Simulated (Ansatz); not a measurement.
# CO, space group P2_12_12_1: densities of the highest filled and lowest empty bands

Program: Ansatz 0.2.0, Python API.

Run as a notebook:

**Cell 1**
```python
from collections import Counter
import itertools
import json

import ansatz
import numpy as np

lattice = ansatz.Lattice.of(
    (4.171148, 0.0, 0.0),
    (0.0, 6.298829, 0.0),
    (0.0, 0.0, 7.948846),
)
sites = [
    ("C", (0.547937, 0.496293, 0.602332)),
    ("C", (0.047937, 0.003707, 0.397668)),
    ("C", (0.452063, 0.996293, 0.897668)),
    ("C", (0.952063, 0.503707, 0.102332)),
    ("O", (0.93925, 0.96827, 0.526716)),
    ("O", (0.43925, 0.53173, 0.473284)),
    ("O", (0.06075, 0.46827, 0.973284)),
    ("O", (0.56075, 0.03173, 0.026716)),
]
structure = ansatz.Crystal(lattice=lattice)
for symbol, position in sites:
    structure = structure.atom(symbol, position)
```

**Cell 2**
```python
structure.resolved().sites[-1]
```
Output:
```text
Site(symbol='O', position=(0.56075, 0.03173, 0.026716), moment=None, axis=None, held=None, saved=None)
```

**Cell 3**
```python
calc = (
    structure.calculation()
    .basis(31 * ansatz.Ry)
    .kpoints(4, 3, 2)
    .occupations("fixed")  # no smearing
    .band_densities([("v1", "v1"), ("c1", "c1")])
)
result = calc.run(events_out="events.ndjson")
r = result.report
```

**Cell 4**
```python
{key: value for key, value in r.items() if isinstance(value, (int, float)) and "ev" in key}
```
Output:
```text
{'gap_by_band_count_ev': 5.957198124250022,
 'fermi_energy_ev': -4.954396056185367,
 'harris_foulkes_ev': -3266.4863704128957,
 'free_energy_ev': -3266.4863704140316,
 'internal_energy_ev': -3266.4863704140316,
 'lagrangian_ev': -3266.4863704140316,
 'energy_sigma0_ev': -3266.4863704140316,
 'lagrangian_sigma0_ev': -3266.4863704140316,
 'entropy_ts_ev': 0.0,
 'loop_fermi_energy_ev': -4.9543960561812055,
 'occupations_fermi_energy_ev': -4.954396056185367}
```

**Cell 5**
```python
r["published_state_doubts"]
```
Output:
```text
[]
```

**Cell 6**
```python
with open("events.ndjson") as stream:
    kinds = Counter(json.loads(line)["event"] for line in stream)
print("events:", {kind: kinds[kind] for kind in ("scf_iter", "scf_done", "notice", "finished")})
# share of each window within a sphere about each atom, summed on the grid
cell = np.asarray(result.lattice.cell_ang)
for names, window in zip([("v1", "v1"), ("c1", "c1")], result.band_densities().windows):
    density = window.outcome.density
    rho = density.channels[0].density_e_per_ang3
    axes = density.fft_grid_basis @ cell
    points = np.stack(np.meshgrid(*(np.arange(n) / n for n in rho.shape), indexing="ij"), axis=-1)
    print("bands", names, "electrons", np.round(window.outcome.n_electrons, 3), "peak", round(float(rho.max()), 3), "e/A^3")
    for index, site in enumerate(result.lattice.sites):
        offset = points - np.asarray(site.position_ang) @ np.linalg.inv(axes)
        offset -= np.round(offset)
        distance = np.min([np.linalg.norm((offset + image) @ axes, axis=-1) for image in itertools.product((-1, 0, 1), repeat=3)], axis=0)
        print(f"   {index} {site.symbol:2s} {100 * rho[distance < 1.0].sum() / rho.sum():5.1f} % within 1.0 A")
```
Output:
```text
events: {'scf_iter': 7, 'scf_done': 1, 'notice': 2, 'finished': 1}
bands ('v1', 'v1') electrons [2.] peak 0.527 e/A^3
   0 C   16.2 % within 1.0 A
   1 C   16.2 % within 1.0 A
   2 C   16.2 % within 1.0 A
   3 C   16.2 % within 1.0 A
   4 O    4.0 % within 1.0 A
   5 O    4.0 % within 1.0 A
   6 O    4.0 % within 1.0 A
   7 O    4.0 % within 1.0 A
bands ('c1', 'c1') electrons [2.] peak 0.318 e/A^3
   0 C   10.1 % within 1.0 A
   1 C   10.1 % within 1.0 A
   2 C   10.1 % within 1.0 A
   3 C   10.1 % within 1.0 A
   4 O    6.4 % within 1.0 A
   5 O    6.4 % within 1.0 A
   6 O    6.4 % within 1.0 A
   7 O    6.4 % within 1.0 A
```

What to keep in mind:
- Total energies depend on the potentials; only differences at equal settings carry meaning. A total without «per atom» is that of the cell as typed.
- Along an axis with an odd division the mesh misses the point at one half; a gap read on a finite mesh is an upper bound on this functional's gap.
- Semilocal gaps usually lie well under measured ones.
- With fixed filling the reported Fermi level is the top filled level among the k-points of the SCF.
- An absolute Fermi energy rests on an arbitrary zero of the periodic potential and has no direct meaning.
- No functional is typed, so the default, PBE, holds.
- The structure comes from a database of computed cells and needn't be a stable or known phase.
- Levels are Kohn-Sham eigenvalues on this mesh.
- The windows are summed over all k-points with every state counted as full, the empty ones too; where a window cuts a degenerate level its bands share the weight. Values near the nuclei depend on the potentials. Spheres that overlap count density twice, so shares are no populations.
- Wall time of the script: 5.7 s on 1 thread of Arm Neoverse V2, on a shared host, peak memory 0.41 GiB.

(Lines on the test bed's own set-up are left out of the output.)
